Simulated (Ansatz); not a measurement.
# AlH2: the cost of one run

Computed with Ansatz 0.2.0 (DFT PBE, scalar-relativistic, plane waves, PAW, unless a step's input says otherwise).

1 further run of the same task is left out (set aside as unsound or not needed).

## 1. The starting structure

Symmetry: P6/mmm, No. 191, hexagonal system. Conventional cell: a = 3.326 Å, b = 3.326 Å, c = 2.715 Å, α = 90.00°, β = 90.00°, γ = 120.00°. Al (site symmetry 6/mmm) is surrounded by 6 H at 1.92 Å. H (site symmetry -6m2) is surrounded by 3 Al at 1.92 Å and 3 H at 1.92 Å.

Structure file:

```
Al H
1.0
     3.32616    0.00000    0.00000
    -1.66308    2.88054    0.00000
     0.00000    0.00000    2.71492
Al H
1 2
Direct
  0.00000 0.00000 0.00000
  0.33333 0.66667 0.00000
  0.66667 0.33333 0.00000
```

The cell was relaxed beforehand at this level, from a generated guess; it needn't be the stable form of this composition. At a tolerance of 0.05 Å it has space group P6/mmm (No. 191); it has 8.67 Å³/atom, an uncorrected energy of +0.50 eV/atom over the elements.

## 2. Bands, states and charges

File input.yaml:

```yaml
crystal:
  lattice:
    - [3.3261647846, 0.0, 0.0]
    - [-1.6630823923, 2.8805432007, 0.0]
    - [0.0, 0.0, 2.7149239131]
  atoms:
    - { symbol: Al, position: [0.0, 0.0, 0.0] }
    - { symbol: H, position: [0.3333333333, 0.6666666667, 0.0] }
    - { symbol: H, position: [0.6666666667, 0.3333333333, 0.0] }
basis:
  ecutwfc: 420
kpoints:
  mp_grid: { grid: [18, 18, 16] }
  band_path:
    path:
      - [[0.0, 0.0, 0.0], [0.5, 0.0, 0.0], [0.33333333, 0.33333333, 0.0], [0.0, 0.0, 0.0], [0.0, 0.0, 0.5], [0.5, 0.0, 0.5], [0.33333333, 0.33333333, 0.5], [0.0, 0.0, 0.5]]
      - [[0.5, 0.0, 0.5], [0.5, 0.0, 0.0]]
      - [[0.33333333, 0.33333333, 0.5], [0.33333333, 0.33333333, 0.0]]
    npoints: 14
hamiltonian:
  xc: pbe
scf:
  occupations: { method: gaussian, width: 0.1 }
  n_extra_bands: 7
output:
  forces: true
  stress: true
  eigenvalues: true
  populations: true
  dos: { projected: true, de: 0.02, nscf_kmesh: { grid: [22, 22, 20] } }
  bader: true
  write_density: true
  write_potential: true
  elf: true
  volumetric_format: npy
```

Command:

```console
$ ansatz run input.yaml --threads 1 --pin off --max-ram 2560MiB --backend cpu --events-out ev --progress --plain --runs-dir out
```

What time and memory should one allow on 1 thread of Intel Xeon 6975P-C (Granite Rapids), shared host?

About 22 s, with a peak of 0.39 GiB.
